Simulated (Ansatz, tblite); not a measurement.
# K3SF with GFN2-xTB from a Python script

These are simulated results from tblite 0.8.0, not measurements. The cell was built from a prototype and was relaxed with r2SCAN in plane waves (Ansatz 0.2.0). It may be hypothetical. All runs are without spin polarisation.

It is cubic, Pm-3m (No. 221); conventional cell a = 5.932 Å, 41.74 Å³ an atom. Around F lie 12 K at 4.19 Å; around S lie 6 K at 2.97 Å; around K lie 2 S at 2.97 Å and 4 F at 4.19 Å.

tblite solves periodic systems at the zone centre alone, so the script builds a cluster of 2×2×2 conventional cells (40 atoms), which folds in a coarse mesh of k points.

The script, run.py:

```python
import json
from ase import Atoms
from ase.build import make_supercell
from ase.units import Bohr, GPa, Hartree
from tblite.interface import Calculator

atoms = Atoms(['F', 'S', 'K', 'K', 'K'],
              cell=[[5.93181006, 0.0, 0.0], [0.0, 5.93181006, 0.0], [0.0, 0.0, 5.93181006]],
              scaled_positions=[[0.0, 0.0, 0.0], [0.5, 0.5, 0.5], [0.5, 0.5, 0.0], [0.5, 0.0, 0.5], [0.0, 0.5, 0.5]],
              pbc=True)
cluster = make_supercell(atoms, [[2, 0, 0], [0, 2, 0], [0, 0, 2]])
calc = Calculator('GFN2-xTB', cluster.numbers, cluster.positions / Bohr, lattice=cluster.cell[:] / Bohr, periodic=cluster.pbc)
calc.set('temperature', 0.02 / Hartree)
calc.set('max-iter', 150)
res = calc.singlepoint()
levels = res.get('orbital-energies') * Hartree
nv = round(res.get('orbital-occupations').sum() / 2)
cells = len(cluster) // len(atoms)
out = {'energy_per_cell': res.get('energy') * Hartree / cells, 'homo': levels[nv - 1], 'lumo': levels[nv],
       'stress': (-res.get('virial') * Hartree / cluster.get_volume() / GPa).tolist(), 'charges': res.get('charges')[:len(atoms)].tolist(), 'electrons': 2 * nv / cells}
json.dump(out, open('results.json', 'w'))
for key, value in out.items():
    print(key, value)
```

Command: `python run.py`. It took 2.6 s on 1 thread of Arm Neoverse V1, with other jobs on the host, peak memory 0.11 GiB.

What it printed:

```
------------------------------------------------------------
  cycle        total energy    energy error   density error
------------------------------------------------------------
      1     -67.51263433001  -6.7596520E+01   5.8421790E-01
      2     -68.49542920053  -9.8279487E-01   3.4055812E-01
      3     -63.68237303490   4.8130562E+00   1.3288471E+00
      4     -63.66098730343   2.1385731E-02   1.4505361E+00
      5     -69.01096568082  -5.3499784E+00   9.1859729E-01
      6     -68.87572590203   1.3523978E-01   1.8814597E-01
      7     -69.39473834886  -5.1901245E-01   3.0546038E-01
      8     -69.42134596309  -2.6607614E-02   1.8607967E-01
      9     -69.66236160805  -2.4101564E-01   7.1879126E-02
     10     -69.29781113234   3.6455048E-01   8.9505794E-02
     11     -69.37052144309  -7.2710311E-02   8.4428901E-02
     12     -69.64749406129  -2.7697262E-01   2.2946773E-02
     13     -69.44366108511   2.0383298E-01   6.8340346E-02
     14     -69.12507270620   3.1858838E-01   6.3672595E-01
     15     -68.62560448530   4.9946822E-01   4.2543759E-01
     16     -68.67128304950  -4.5678564E-02   3.7142124E-01
     17     -68.78533954259  -1.1405649E-01   4.7061482E-01
     18     -69.66536442125  -8.8002488E-01   3.7700087E-02
     19     -69.66390914014   1.4552811E-03   5.6111979E-02
     20     -69.27604090664   3.8786823E-01   1.6654006E-01
     21     -69.58042941957  -3.0438851E-01   1.4644088E-01
     22     -69.64433637916  -6.3906960E-02   1.9453783E-02
     23     -69.55515464295   8.9181736E-02   1.1446916E-01
     24     -69.64936636320  -9.4211720E-02   1.6520818E-02
     25     -69.66523375284  -1.5867390E-02   4.6777968E-02
     26     -69.66623151567  -9.9776282E-04   3.2985469E-02
     27     -69.66651245475  -2.8093908E-04   2.9138951E-02
     28     -69.66462837155   1.8840832E-03   1.0541551E-02
     29     -69.66382579239   8.0257916E-04   7.5942151E-03
     30     -69.66303086482   7.9492757E-04   8.1754225E-03
     31     -69.66279492797   2.3593685E-04   8.3624643E-03
     32     -69.66324143146  -4.4650349E-04   8.9425248E-03
     33     -69.66664888460  -3.4074531E-03   2.2543809E-02
     34     -69.66679599872  -1.4711412E-04   1.9373798E-02
     35     -69.66728205928  -4.8606056E-04   2.7458565E-02
     36     -69.66734237655  -6.0317270E-05   3.4237942E-02
     37     -69.66728549636   5.6880189E-05   3.1532916E-02
     38     -69.66741692641  -1.3143005E-04   2.1771268E-02
     39     -69.66716923211   2.4769430E-04   6.8896802E-03
     40     -69.66741393238  -2.4470027E-04   8.9323492E-03
     41     -69.66746310778  -4.9175402E-05   1.0178566E-02
     42     -69.66741866008   4.4447699E-05   1.0215928E-02
     43     -69.66748669076  -6.8030674E-05   1.0278879E-02
     44     -69.66755883938  -7.2148625E-05   9.4654935E-03
     45     -69.66759248768  -3.3648294E-05   6.9867145E-03
     46     -69.66760898652  -1.6498839E-05   4.6111659E-03
     47     -69.66761151244  -2.5259266E-06   4.1187570E-03
     48     -69.66761081095   7.0149623E-07   4.0427712E-03
     49     -69.66760519255   5.6183930E-06   3.5168621E-03
     50     -69.66761838418  -1.3191625E-05   3.6424876E-03
     51     -69.66763126062  -1.2876442E-05   3.9676857E-03
     52     -69.66764578130  -1.4520675E-05   3.8886342E-03
     53     -69.66765748551  -1.1704211E-05   1.9859006E-03
     54     -69.66766590126  -8.4157526E-06   8.0216874E-04
     55     -69.66766694927  -1.0480065E-06   7.6514526E-04
     56     -69.66766697241  -2.3146200E-08   7.6631775E-04
     57     -69.66766730101  -3.2859782E-07   3.7068797E-04
     58     -69.66766842457  -1.1235574E-06   4.2943558E-04
     59     -69.66766835017   7.4400305E-08   4.2083918E-04
     60     -69.66766860458  -2.5441514E-07   5.3583455E-04
     61     -69.66766876667  -1.6208286E-07   5.7664078E-04
     62     -69.66766894256  -1.7589792E-07   2.7570789E-04
     63     -69.66766911930  -1.7674112E-07   7.8060273E-05
     64     -69.66766918646  -6.7151618E-08   4.6805093E-05
     65     -69.66766924119  -5.4734912E-08   4.0627967E-05
     66     -69.66766923460   6.5893744E-09   5.1516097E-05
     67     -69.66766926739  -3.2789984E-08   8.5496092E-05
     68     -69.66766928470  -1.7307471E-08   8.5225655E-05
     69     -69.66766929254  -7.8404270E-09   4.7249156E-05
     70     -69.66766929215   3.9113957E-10   4.7969269E-05
     71     -69.66766929213   1.8005153E-11   2.5398905E-05
     72     -69.66766930059  -8.4593950E-09   1.2280428E-05
------------------------------------------------------------

 total:                                   2.019 sec
energy_per_cell -236.96923034453724
homo -10.108920892145909
lumo -10.10892087843845
stress [[1.9168918844076805, -3.784871907883906e-06, -3.7860383457624757e-06], [-3.784871907835115e-06, 1.916891863450392, -3.7919903951903764e-06], [-3.786038345767335e-06, -3.7919903951772623e-06, 1.9168918969652369]]
charges [-0.5488291936509728, -1.058770785363454, 0.5358658309993006, 0.5358657562278344, 0.535865777674438]
electrons 16.0
```

The cycle table is in hartree for the whole cluster, and the lines after it are in eV (the energy for one cell). The printed stress is in GPa and positive in compression, and the pressure is its mean diagonal.

GFN2-xTB gives no gap at the points read. On the same cell, plane-wave PBE (Ansatz, 4×4×4 k points and the special points) gives a gap of 1.90 eV and r2SCAN a gap of 2.32 eV; on shared hosts these took about 4.5 and 12 core-seconds on the 5-atom cell, against 2.6 for the script. Semilocal gaps usually lie below measured ones. This method closes a gap that PBE finds, a failure in kind.

The pressure on this cell is 1.9 GPa (positive in compression).

xTB was fitted mostly to molecules, and a small cluster samples few k points, so gaps, pressures and kinks along a curve can be far from a solid's.
